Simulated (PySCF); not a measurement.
# C6H8N2S: the cost of one run

Computed with PySCF 2.14.0 and routines of our own; the level stands in each step. Atoms count from 0.

### 1 The system as given

17 atoms, charge 0, multiplicity 1; geometry from: GFN2-xTB.

### 2 Magnetic properties: GIAO wB97X-D/pcSseg-1

The job: settings as JSON, then the geometry in Å.

```
{"job": {"kind": "mag", "xc": "wB97X-D", "basis": "pcSseg-1", "isotopologues": 0}, "charge": 0, "multiplicity": 1}
C     -3.255831    -0.914296    -0.184775
C     -1.819716    -0.572521    -0.014288
C     -1.372553     0.559582     0.526712
C      0.030837     0.853571     0.674165
N      0.434487     1.979309     1.216470
S      2.060558     2.039866     1.254676
C      2.164046     0.457476     0.494597
C      3.447979    -0.210228     0.196586
N      0.992517    -0.017053     0.260427
H     -3.897526    -0.120898     0.190069
H     -3.476673    -1.082135    -1.239109
H     -3.485541    -1.837953     0.346757
H     -1.103495    -1.306054    -0.359130
H     -2.041243     1.326107     0.890466
H      4.144015     0.487660    -0.264443
H      3.896387    -0.578360     1.119348
H      3.274756    -1.052044    -0.468976
```

Method: GIAO wB97X-D/pcSseg-1 magnetisability, rotational g tensor and spin-rotation constants, non-relativistic, gas phase.

Run with:

```
OMP_NUM_THREADS=1 python excited_run.py task.json out
```

The driver reads the jobs from task.json and runs them one after another.

**Question.** How long does this first job take on 1 thread of AMD EPYC 9R45, shared host, and how much memory does it need?

About 38 s, with a peak of 0.9 GiB.
